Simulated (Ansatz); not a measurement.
**HfHCl₃ + H₂O: a complex and its separated parts**

The complex below is one end of an elementary step. How strongly is it bound against its free parts?

Method: PBE0-D4/def2-TZVP structures, single points in def2-TZVPP, no counterpoise correction; program: Ansatz 0.2.0, Gaussian basis.

Levels: SPW92, PBE-D4, BLYP-D4, r2SCAN-D4, B97M-V, PBE0-D4, B3LYP-D4, r2SCAN0-D4, BHLYP-D4, CAM-B3LYP-D4, wB97X-V, wB97M-V, B2PLYP, PBE-QIDH, RPA on PBE, Hartree-Fock, MP2, CCSD, CCSD(T).

Cores are frozen in the correlated methods. Core potentials replace the inner electrons past krypton, and spin-orbit coupling is left out. B3LYP uses VWN-RPA correlation. B2PLYP carries no dispersion term here.

88 further runs of the same task are left out: 88 set aside as unsound or not needed.

## Step 1: The starting structure

The complex: 8 atoms, charge 0, spin multiplicity 1.

Atoms are counted from 1 here; the program's logs count them from 0.

Bond lengths: Hf1–O2 2.328 Å, Hf1–Cl3 2.377 Å, Hf1–Cl4 2.336 Å, Hf1–Cl5 2.329 Å, Hf1–H7 1.845 Å, O2–H6 0.962 Å, O2–H8 0.964 Å. Angles: O2–Hf1–Cl3 79.0°, O2–Hf1–Cl4 89.1°, O2–Hf1–Cl5 162.7°, O2–Hf1–H7 72.3°, Cl3–Hf1–Cl4 119.2°, Cl3–Hf1–Cl5 102.0°, Cl3–Hf1–H7 120.2°, Cl4–Hf1–Cl5 105.1°, Cl4–Hf1–H7 111.8°, Cl5–Hf1–H7 92.8°, Hf1–O2–H6 114.3°, Hf1–O2–H8 115.1°, H6–O2–H8 108.9°.

As a file:

```
Hf   -0.3584    0.4492   -0.6050
O     0.3621   -0.9092    1.1436
Cl    1.0654   -1.0624   -1.7617
Cl   -2.5578   -0.1863   -0.1426
Cl   -0.5425    2.2011   -2.1281
H     0.7299   -0.4288    1.8920
H     0.3275    1.5468    0.7105
H     0.9739   -1.6104    0.8914
```

Its parts: HfHCl₃ holds atoms 1, 3, 4, 5, 7; H₂O holds atoms 2, 6, 8. Each part counts its atoms afresh in its own runs.

## Step 2: Relaxing HfHCl₃ alone

File relax-a/in.yaml:

```yaml
crystal:
  periodic: [false, false, false]
  atoms:
    - {symbol: Hf, position_ang: [-0.358350, 0.449244, -0.605007]}
    - {symbol: Cl, position_ang: [1.065371, -1.062423, -1.761705]}
    - {symbol: Cl, position_ang: [-2.557778, -0.186330, -0.142590]}
    - {symbol: Cl, position_ang: [-0.542508, 2.201135, -2.128139]}
    - {symbol: H, position_ang: [0.327513, 1.546783, 0.710518]}
basis:
  gaussian: {orbitals: def2-TZVP}
hamiltonian: {xc: pbe0, dispersion: d4}
relax: {f_tol: 0.005, max_steps: 200}
```

Run with:

```console
$ ansatz run in.yaml --threads 8 --pin off --events-out ev --progress --plain --max-ram 19148MiB
```

Standard output:

```text
Functional definition: PBE0
  name "PBE0"
  cite "Adamo & Barone, J. Chem. Phys. 110, 6158 (1999) doi:10.1063/1.478522"
  cite "Perdew, Burke & Ernzerhof, Phys. Rev. Lett. 77, 3865 (1996) doi:10.1103/PhysRevLett.77.3865"
  parent pbe
  parameter a = 0.25
  parameter kappa = 0.804
  parameter beta = 0.06672455060314922
  exchange = (1 - a)*pbe_x(kappa = kappa, mu = beta*pi^2/3) + a*exact_x
  correlation = pbe_c(beta = beta)
1241 factors; their error is unknown
mean field evaluation 1: about -38883.8077 eV, gradient 2.4e1 eV
mean field evaluation 2: about -38880.9001 eV, gradient 4.4e1 eV
mean field evaluation 4: about -38885.3889 eV, gradient 1.7e0 eV
mean field evaluation 8: about -38885.5168 eV, gradient 3.0e-2 eV
mean field -38885.51681043 eV, -1429.0163852332 hartree, gradient 2.8e-5 eV, S^2 0.000000; 0 other end points of the search recorded, 0 dependent functions left out
the calculation of the forces begins
reference -38885.51684255 eV, -1429.0163864137 hartree; 32, 32 occupied and 125, 125 virtual orbitals, 1241 factors
relax step   1: F+E_penalty+E_count = -38885.65064893 eV  Δ(F+E_penalty+E_count) = +0.000e0 eV  max|allowed force component| = 1.221e0 eV/Å  Δτ_max = 0.0000 Å  (26 SCF iters, accepted)
these checks for a lower state are left out or cut short: starts, cluster_reference, orbital_swaps, neighbouring_geometries, increment
1241 factors; their error is unknown
mean field evaluation 16: about -38885.2219 eV, gradient 8.0e1 eV
mean field -38885.73018502 eV, -1429.0242266049 hartree, gradient 2.1e-5 eV, S^2 0.000000; 0 other end points of the search recorded, 0 dependent functions left out
the calculation of the forces begins
reference -38885.73021745 eV, -1429.0242277967 hartree; 32, 32 occupied and 125, 125 virtual orbitals, 1241 factors
relax step   2: F+E_penalty+E_count = -38885.86395565 eV  Δ(F+E_penalty+E_count) = -2.133e-1 eV  max|allowed force component| = 5.320e-1 eV/Å  Δτ_max = 0.1983 Å  (34 SCF iters, accepted)
these checks for a lower state are left out or cut short: starts, cluster_reference, orbital_swaps, neighbouring_geometries, increment
1241 factors; their error is unknown
mean field -38885.76922745 eV, -1429.0256613876 hartree, gradient 8.2e-5 eV, S^2 0.000000; 0 other end points of the search recorded, 0 dependent functions left out
the calculation of the forces begins
reference -38885.76925963 eV, -1429.0256625702 hartree; 32, 32 occupied and 125, 125 virtual orbitals, 1241 factors
relax step   3: F+E_penalty+E_count = -38885.90287694 eV  Δ(F+E_penalty+E_count) = -3.892e-2 eV  max|allowed force component| = 4.340e-1 eV/Å  Δτ_max = 0.0883 Å  (32 SCF iters, accepted)
these checks for a lower state are left out or cut short: starts, cluster_reference, orbital_swaps, neighbouring_geometries, increment
1241 factors; their error is unknown
mean field evaluation 32: about -38885.7774 eV, gradient 2.1e-1 eV
mean field -38885.77782449 eV, -1429.0259773231 hartree, gradient 9.3e-6 eV, S^2 0.000000; 0 other end points of the search recorded, 0 dependent functions left out
the calculation of the forces begins
reference -38885.77785678 eV, -1429.0259785096 hartree; 32, 32 occupied and 125, 125 virtual orbitals, 1241 factors
relax step   4: F+E_penalty+E_count = -38885.91041701 eV  Δ(F+E_penalty+E_count) = -7.540e-3 eV  max|allowed force component| = 5.860e-2 eV/Å  Δτ_max = 0.0392 Å  (28 SCF iters, accepted)
these checks for a lower state are left out or cut short: starts, cluster_reference, orbital_swaps, neighbouring_geometries, increment
1241 factors; their error is unknown
mean field -38885.77792804 eV, -1429.0259811285 hartree, gradient 8.4e-5 eV, S^2 0.000000; 0 other end points of the search recorded, 0 dependent functions left out
the calculation of the forces begins
reference -38885.77796031 eV, -1429.0259823143 hartree; 32, 32 occupied and 125, 125 virtual orbitals, 1241 factors
relax step   5: F+E_penalty+E_count = -38885.91060151 eV  Δ(F+E_penalty+E_count) = -1.845e-4 eV  max|allowed force component| = 3.726e-3 eV/Å  Δτ_max = 0.0052 Å  (27 SCF iters, accepted)
1241 factors; their error is unknown
mean field -38885.77792804 eV, -1429.0259811285 hartree, gradient 8.4e-5 eV, S^2 0.000000; 1 other end points of the search recorded, 0 dependent functions left out
the calculation of the forces begins
reference -38885.77796031 eV, -1429.0259823143 hartree; 32, 32 occupied and 125, 125 virtual orbitals, 1241 factors
Total energy: -38885.91063377 eV, -1429.0308579743 hartree
Atom 0 at    -0.411908     0.590835    -0.783291 Å, force    -0.002051    -0.003726     0.002467 eV/Å
Atom 1 at     1.041563    -1.059484    -1.518483 Å, force    -0.000274     0.001551     0.000482 eV/Å
Atom 2 at    -2.457466    -0.240425    -0.074950 Å, force     0.002407     0.001857    -0.001355 eV/Å
Atom 3 at    -0.605578     2.366788    -2.261193 Å, force    -0.000657     0.001042    -0.001547 eV/Å
Atom 4 at     0.367637     1.290694     0.710993 Å, force     0.000575    -0.000725    -0.000046 eV/Å
Dipole moment:    -0.015679    -0.013878    -0.030656 e Å
```

Wall time 7 s (8 threads of Arm Neoverse V2, shared host).

The steps of the relaxation:

| step | energy from step 1 (eV) | largest force component (eV/Å) |
| --- | --- | --- |
| 1 | 0.0000 | 1.2215 |
| 2 | -0.2133 | 0.5320 |
| 3 | -0.2522 | 0.4340 |
| 4 | -0.2598 | 0.0586 |
| 5 | -0.2600 | 0.0037 |

Close pairs (by a distance rule), those that changed most:

| bond | before (Å) | after (Å) | change (Å) |
| --- | --- | --- | --- |
| Hf1–Cl2 | 2.377 | 2.319 | -0.058 |
| Hf1–H5 | 1.845 | 1.825 | -0.020 |
| Hf1–Cl3 | 2.336 | 2.319 | -0.017 |
| Hf1–Cl4 | 2.329 | 2.319 | -0.010 |

## Step 3: Relaxing H₂O alone

File relax-b/in.yaml:

```yaml
crystal:
  periodic: [false, false, false]
  atoms:
    - {symbol: O, position_ang: [0.362057, -0.909170, 1.143569]}
    - {symbol: H, position_ang: [0.729921, -0.428750, 1.892049]}
    - {symbol: H, position_ang: [0.973873, -1.610389, 0.891405]}
basis:
  gaussian: {orbitals: def2-TZVP}
hamiltonian: {xc: pbe0, dispersion: d4}
relax: {f_tol: 0.005, max_steps: 200}
```

Run with:

```console
$ ansatz run in.yaml --threads 8 --pin off --events-out ev --progress --plain --max-ram 19148MiB
```

Standard output (excerpt; [...] marks lines left out):

```text
[... 5 set-up lines as earlier in the session ...]
[...]
239 factors; their error is unknown
[...]
mean field -2078.32217244 eV, -76.3769310997 hartree, gradient 1.3e-5 eV, S^2 0.000000; 0 other end points of the search recorded, 0 dependent functions left out
[...]
reference -2078.33309081 eV, -76.3773323425 hartree; 5, 5 occupied and 38, 38 virtual orbitals, 239 factors
Total energy: -2078.33734664 eV, -76.3774887413 hartree
Atom 0 at     0.348335    -0.906518     1.136178 Å, force     0.000067    -0.000002     0.000047 eV/Å
Atom 1 at     0.740426    -0.446849     1.881673 Å, force    -0.000044     0.000025    -0.000007 eV/Å
Atom 2 at     0.977090    -1.594942     0.909172 Å, force    -0.000023    -0.000024    -0.000040 eV/Å
Dipole moment:     0.376413    -0.084349     0.191181 e Å
```

Run time: 0.5 s. Hardware: 8 threads of Arm Neoverse V2, shared host.

Relaxation path:

| step | energy from step 1 (eV) | largest force component (eV/Å) |
| --- | --- | --- |
| 1 | 0.0000 | 0.3317 |
| 2 | -0.0080 | 0.1939 |
| 3 | -0.0109 | 0.0326 |
| 4 | -0.0109 | 0.0001 |

Distances of close pairs at the start and the end, largest changes first:

| bond | before (Å) | after (Å) | change (Å) |
| --- | --- | --- | --- |
| O1–H3 | 0.964 | 0.960 | -0.005 |
| O1–H2 | 0.962 | 0.960 | -0.003 |

## Step 4: SPW92/def2-TZVPP

File parta/in.yaml:

```yaml
crystal:
  periodic: [false, false, false]
  atoms:
    - {symbol: Hf, position_ang: [-0.411908, 0.590835, -0.783291]}
    - {symbol: Cl, position_ang: [1.041563, -1.059484, -1.518483]}
    - {symbol: Cl, position_ang: [-2.457466, -0.240425, -0.074950]}
    - {symbol: Cl, position_ang: [-0.605578, 2.366788, -2.261193]}
    - {symbol: H, position_ang: [0.367637, 1.290694, 0.710993]}
basis:
  gaussian: {orbitals: def2-TZVPP}
hamiltonian: {xc: lda}
```

File partb/in.yaml:

```yaml
crystal:
  periodic: [false, false, false]
  atoms:
    - {symbol: O, position_ang: [0.348335, -0.906518, 1.136178]}
    - {symbol: H, position_ang: [0.740426, -0.446849, 1.881673]}
    - {symbol: H, position_ang: [0.977090, -1.594942, 0.909172]}
basis:
  gaussian: {orbitals: def2-TZVPP}
hamiltonian: {xc: lda}
```

The same command starts each run, in its folder.

Run with:

```console
$ ansatz run in.yaml --threads 8 --pin off --events-out ev --progress --plain --max-ram 19148MiB
```

Log of parta (excerpt; [...] marks lines left out):

```text
Functional definition: SPW92
  name "SPW92"
  cite "Dirac, Proc. Camb. Phil. Soc. 26, 376 (1930) doi:10.1017/S0305004100016108"
  cite "Slater, Phys. Rev. 81, 385 (1951) doi:10.1103/PhysRev.81.385"
  cite "Perdew & Wang, Phys. Rev. B 45, 13244 (1992) doi:10.1103/PhysRevB.45.13244"
[...]
1299 factors; their error is unknown
[...]
mean field -38773.81161866 eV, -1424.9112951521 hartree, gradient 5.3e-5 eV, S^2 0.000000; 0 other end points of the search recorded, 0 dependent functions left out
reference -38773.81165937 eV, -1424.9112966484 hartree; 32, 32 occupied and 164, 164 virtual orbitals, 1299 factors
Total energy: -38773.81165937 eV, -1424.9112966484 hartree
```

Output in partb (excerpt; [...] marks lines left out):

```text
[... 5 set-up lines as earlier in the session ...]
[...]
269 factors; their error is unknown
[...]
mean field -2065.39694413 eV, -75.9019377206 hartree, gradient 5.3e-5 eV, S^2 0.000000; 0 other end points of the search recorded, 0 dependent functions left out
reference -2065.39696297 eV, -75.9019384127 hartree; 5, 5 occupied and 54, 54 virtual orbitals, 269 factors
Total energy: -2065.39696297 eV, -75.9019384127 hartree
```

Wall times: 0.55 s (parta), 0.1 s (partb) on 8 threads of Arm Neoverse V2, shared host.

## Step 5: PBE-D4/def2-TZVPP

The same edit goes into each in.yaml of step 4 (parta, partb):

```diff
-hamiltonian: {xc: lda}
+hamiltonian: {xc: pbe, dispersion: d4}
```

The same command starts each run, in its folder.

Run with:

```console
$ ansatz run in.yaml --threads 8 --pin off --events-out ev --progress --plain --max-ram 19148MiB
```

Output in parta (excerpt; [...] marks lines left out):

```text
Functional definition: PBE
  name "PBE"
[... 2 set-up lines as earlier in the session ...]
[...]
1299 factors; their error is unknown
[...]
mean field -38883.69928223 eV, -1428.9495923038 hartree, gradient 2.6e-5 eV, S^2 0.000000; 0 other end points of the search recorded, 0 dependent functions left out
reference -38883.69932557 eV, -1428.9495938968 hartree; 32, 32 occupied and 164, 164 virtual orbitals, 1299 factors
Total energy: -38883.84945880 eV, -1428.9551111911 hartree
```

Output in partb (excerpt; [...] marks lines left out):

```text
[... 4 set-up lines as earlier in the session ...]
[...]
269 factors; their error is unknown
[...]
mean field -2078.40757048 eV, -76.3800694200 hartree, gradient 4.4e-5 eV, S^2 0.000000; 0 other end points of the search recorded, 0 dependent functions left out
reference -2078.40759096 eV, -76.3800701724 hartree; 5, 5 occupied and 54, 54 virtual orbitals, 269 factors
Total energy: -2078.41290802 eV, -76.3802655707 hartree
```

Wall times: 0.9 s (parta), 0.15 s (partb) on 8 threads of Arm Neoverse V2, shared host.

## Step 6: BLYP-D4/def2-TZVPP

The same edit goes into each in.yaml of step 5 (parta, partb):

```diff
-hamiltonian: {xc: pbe, dispersion: d4}
+hamiltonian: {xc: {name: BLYP}, dispersion: d4}
```

The same command starts each run, in its folder.

Run with:

```console
$ ansatz run in.yaml --threads 8 --pin off --events-out ev --progress --plain --max-ram 19148MiB
```

Output in parta (excerpt; [...] marks lines left out):

```text
Functional definition: BLYP
  name "BLYP"
  cite "Becke, Phys. Rev. A 38, 3098 (1988) doi:10.1103/PhysRevA.38.3098"
  cite "Lee, Yang & Parr, Phys. Rev. B 37, 785 (1988) doi:10.1103/PhysRevB.37.785"
[...]
1299 factors; their error is unknown
[...]
mean field -38897.75471040 eV, -1429.4661197621 hartree, gradient 2.5e-5 eV, S^2 0.000000; 0 other end points of the search recorded, 0 dependent functions left out
reference -38897.75508748 eV, -1429.4661336196 hartree; 32, 32 occupied and 164, 164 virtual orbitals, 1299 factors
Total energy: -38898.05357006 eV, -1429.4771026519 hartree
```

Log of partb (excerpt; [...] marks lines left out):

```text
[... 4 set-up lines as earlier in the session ...]
[...]
269 factors; their error is unknown
[...]
mean field -2080.27678526 eV, -76.4487617959 hartree, gradient 8.6e-5 eV, S^2 0.000000; 0 other end points of the search recorded, 0 dependent functions left out
reference -2080.27697480 eV, -76.4487687617 hartree; 5, 5 occupied and 54, 54 virtual orbitals, 269 factors
Total energy: -2080.28981723 eV, -76.4492407121 hartree
```

Wall times: 0.95 s (parta), 0.15 s (partb) on 8 threads of Arm Neoverse V2, shared host.

## Step 7: r2SCAN-D4/def2-TZVPP

Each input of step 6 (parta, partb) changes in the same lines:

```diff
-hamiltonian: {xc: {name: BLYP}, dispersion: d4}
+hamiltonian: {xc: r2scan, dispersion: d4}
```

The same command starts each run, in its folder.

Run with:

```console
$ ansatz run in.yaml --threads 8 --pin off --events-out ev --progress --plain --max-ram 19148MiB
```

Output in parta (excerpt; [...] marks lines left out):

```text
Functional definition: r2SCAN
  name "r2SCAN"
  cite "Furness, Kaplan, Ning, Perdew & Sun, J. Phys. Chem. Lett. 11, 8208 (2020) doi:10.1021/acs.jpclett.0c02405"
  cite "Furness, Kaplan, Ning, Perdew & Sun, J. Phys. Chem. Lett. 11, 9248 (2020) doi:10.1021/acs.jpclett.0c03077"
  parent r2scan
[...]
1299 factors; their error is unknown
[...]
mean field -38896.84775248 eV, -1429.4327896733 hartree, gradient 2.7e-5 eV, S^2 0.000000; 0 other end points of the search recorded, 0 dependent functions left out
reference -38896.84776401 eV, -1429.4327900969 hartree; 32, 32 occupied and 164, 164 virtual orbitals, 1299 factors
Total energy: -38896.88382396 eV, -1429.4341152757 hartree
```

Output in partb (excerpt; [...] marks lines left out):

```text
[... 5 set-up lines as earlier in the session ...]
[...]
269 factors; their error is unknown
[...]
mean field -2079.58114779 eV, -76.4231975907 hartree, gradient 8.5e-5 eV, S^2 0.000000; 0 other end points of the search recorded, 0 dependent functions left out
reference -2079.58115300 eV, -76.4231977819 hartree; 5, 5 occupied and 54, 54 virtual orbitals, 269 factors
Total energy: -2079.58242553 eV, -76.4232445465 hartree
```

Wall times: 2.2 s (parta), 0.35 s (partb) on 8 threads of Arm Neoverse V2, shared host.

[end of part 1 of 3]
